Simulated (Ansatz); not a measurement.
**C2H6FNZn: up Jacob's ladder to CCSD(T)**

An exercise on one series of results from a longer session: the logs are not shown, and one member is left open.

Computed with Ansatz 0.2.0, Gaussian basis. Level: functionals in def2-TZVPP, the program's frozen cores in correlated methods.

Plan: LDA (SPW92), PBE-D4, revPBE-D4, BLYP-D4, r2SCAN-D4, B97M-V, PBE0-D4, B3LYP-D4, r2SCANh-D4, r2SCAN0-D4, HSE06-D4, BHLYP-D4, CAM-B3LYP-D4, LC-ωPBE, ωB97X-V, ωB97M-V, B2PLYP, PBE-QIDH; CCSD(T)/def2-SVP; CCSD(T)/def2-TZVPP; MP2/def2-QZVPP; extrapolation to the limit; RPA on PBE.

### Structure used throughout

An earlier PBE0-D4 in a triple-zeta def2 set relaxation fixed the geometry.

SMILES `C[N](C)[Zn][F]`, 11 atoms, charge 0, spin multiplicity 1.

Atoms are counted from 1 here; the program's logs count them from 0.

Bond lengths: C1–N2 1.439 Å, C1–H6 1.102 Å, C1–H7 1.101 Å, C1–H8 1.093 Å, N2–C3 1.439 Å, N2–Zn4 1.793 Å, C3–H9 1.102 Å, C3–H10 1.093 Å, C3–H11 1.101 Å, Zn4–F5 1.745 Å. Angles: N2–C1–H6 112.2°, N2–C1–H7 111.2°, N2–C1–H8 111.6°, H6–C1–H7 107.0°, H6–C1–H8 107.4°, H7–C1–H8 107.2°, C1–N2–C3 112.8°, C1–N2–Zn4 123.3°, C3–N2–Zn4 123.3°, N2–C3–H9 112.2°, N2–C3–H10 111.6°, N2–C3–H11 111.2°, H9–C3–H10 107.4°, H9–C3–H11 107.0°, H10–C3–H11 107.2°, N2–Zn4–F5 178.4°.

Set-up of the first run:

in.yaml

```yaml
crystal:
  periodic: [false, false, false]
  atoms:
    - {symbol: C, position_ang: [-1.136718, -0.536641, 0.425656]}
    - {symbol: N, position_ang: [-0.018868, 0.152386, -0.161788]}
    - {symbol: C, position_ang: [1.237117, -0.496565, 0.104289]}
    - {symbol: Zn, position_ang: [-0.149959, 1.767621, -0.928625]}
    - {symbol: F, position_ang: [-0.282931, 3.318568, -1.717297]}
    - {symbol: H, position_ang: [-1.054978, -0.604929, 1.522511]}
    - {symbol: H, position_ang: [-1.214864, -1.566846, 0.044485]}
    - {symbol: H, position_ang: [-2.081417, -0.036338, 0.199513]}
    - {symbol: H, position_ang: [1.452182, -0.562603, 1.183096]}
    - {symbol: H, position_ang: [2.070598, 0.033761, -0.362578]}
    - {symbol: H, position_ang: [1.245238, -1.525313, -0.288562]}
basis:
  gaussian: {orbitals: def2-TZVPP}
hamiltonian: {xc: lda}
output: {orbitals: {seedname: orbitals}}
```

Run with:

```
ansatz run in.yaml --threads 4 --pin off --events-out ev --progress --plain --max-ram 11315MiB
```

Steps of the session up to this table: LDA; PBE-D4 (GGA); revPBE-D4 (GGA); BLYP-D4 (GGA); r2SCAN-D4 (meta-GGA); B97M-V (meta-GGA); PBE0-D4 (hybrid); B3LYP-D4 (hybrid); r2SCANh-D4 (hybrid); r2SCAN0-D4 (hybrid); HSE06-D4 (hybrid); BHLYP-D4 (hybrid); CAM-B3LYP-D4 (range-separated); LC-ωPBE (range-separated); ωB97X-V (range-separated); ωB97M-V (range-separated); B2PLYP (double hybrid); PBE-QIDH (double hybrid).

One table of the session follows, with a row left open; its other results are not shown here.

It belongs to the step «Orbital energies across the functionals». 

```
  functional  HOMO (eV)  gap (eV)
 LDA (SPW92)      -5.04      2.95
      PBE-D4      -4.87      3.03
   revPBE-D4      -4.80      3.08
     BLYP-D4      -4.79      2.96
   r2SCAN-D4      -5.07      3.54
      B97M-V      -5.18      3.36
     PBE0-D4      -6.11      5.20
    B3LYP-D4      -5.94      4.68
  r2SCANh-D4          ?         ?
  r2SCAN0-D4      -6.27      5.54
    HSE06-D4      -5.71      4.43
    BHLYP-D4      -7.33      7.15
CAM-B3LYP-D4      -7.51      7.48
     LC-ωPBE      -8.79     10.10
     ωB97X-V      -8.47      9.55
     ωB97M-V      -8.41      9.16
```

Estimate the missing values for r2SCANh-D4.

Worked estimate for «HOMO (eV)». Against the share of exact exchange, r2SCAN-D4 (0, -5.07), r2SCAN0-D4 (0.25, -6.27) give a slope of -4.80 per unit share; at 0.1 the line stands at -5.55.

The run gave: HOMO (eV): -5.55; gap (eV): 4.35. In «HOMO (eV)» the line misses by 0.00.
